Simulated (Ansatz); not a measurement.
# YAlC4N4: the cost of one run

Method: DFT PBE, scalar-relativistic, plane waves, PAW, in Ansatz 0.2.0.

**1. The starting structure**

It takes space group P-43m (No. 215, cubic). The conventional cell has a = 6.068 Å, b = 6.068 Å, c = 6.068 Å, α = 90.00°, β = 90.00°, γ = 90.00°. Around Y (site symmetry -43m) lie 4 N at 2.21 Å. Al (site symmetry -43m) is surrounded by 4 C at 1.87 Å. C (site symmetry 3m) is surrounded by 1 N at 1.17 Å and 1 Al at 1.87 Å. N (site symmetry 3m) has 1 C at 1.17 Å in its first shell of neighbours.

Coordinates:

```cif
data_structure
_symmetry_space_group_name_H-M 'P 1'
_symmetry_Int_Tables_number 1
_cell_length_a 6.0680
_cell_length_b 6.0680
_cell_length_c 6.0680
_cell_angle_alpha 90.000
_cell_angle_beta 90.000
_cell_angle_gamma 90.000
_cell_volume 223.42
loop_
_atom_site_label
_atom_site_type_symbol
_atom_site_fract_x
_atom_site_fract_y
_atom_site_fract_z
_atom_site_occupancy
Y1 Y 0.50000 0.50000 0.50000 1
Al1 Al 0.00000 0.00000 0.00000 1
C1 C 0.17840 0.17840 0.17840 1
C2 C 0.17840 0.82160 0.82160 1
C3 C 0.82160 0.17840 0.82160 1
C4 C 0.82160 0.82160 0.17840 1
N1 N 0.28972 0.28972 0.28972 1
N2 N 0.28972 0.71028 0.71028 1
N3 N 0.71028 0.28972 0.71028 1
N4 N 0.71028 0.71028 0.28972 1
```

Recipe of the guess: two interpenetrating cyanide-bridged diamond nets (P-43m, No. 215). Its size is a rough estimate.

**2. The guess as it stands, on a coarse mesh**

The input, input.yaml:

```yaml
crystal:
  lattice:
    - [6.06795133, 0.0, 0.0]
    - [0.0, 6.06795133, 0.0]
    - [0.0, 0.0, 6.06795133]
  atoms:
    - { symbol: "Y", position: [0.5, 0.5, 0.5] }
    - { symbol: Al, position: [0.0, 0.0, 0.0] }
    - { symbol: C, position: [0.17840152, 0.17840152, 0.17840152] }
    - { symbol: C, position: [0.17840152, 0.82159848, 0.82159848] }
    - { symbol: C, position: [0.82159848, 0.17840152, 0.82159848] }
    - { symbol: C, position: [0.82159848, 0.82159848, 0.17840152] }
    - { symbol: "N", position: [0.28972407, 0.28972407, 0.28972407] }
    - { symbol: "N", position: [0.28972407, 0.71027593, 0.71027593] }
    - { symbol: "N", position: [0.71027593, 0.28972407, 0.71027593] }
    - { symbol: "N", position: [0.71027593, 0.71027593, 0.28972407] }
basis:
  ecutwfc: 420
kpoints:
  mp_grid: { grid: [4, 4, 4] }
hamiltonian:
  xc: pbe
scf:
  occupations: { method: gaussian, width: 0.1 }
  lower_state_search: "off"
output:
  forces: true
  stress: true
  eigenvalues: true
```

The run is started by

```sh
ansatz run input.yaml --threads 1 --pin off --max-ram 2560MiB --backend cpu --events-out ev --progress --plain --runs-dir out
```

What time and memory should one allow on 1 thread of AMD EPYC 9R45 (Zen 5), shared host?

About 2.9 s, with a peak of 0.48 GiB.
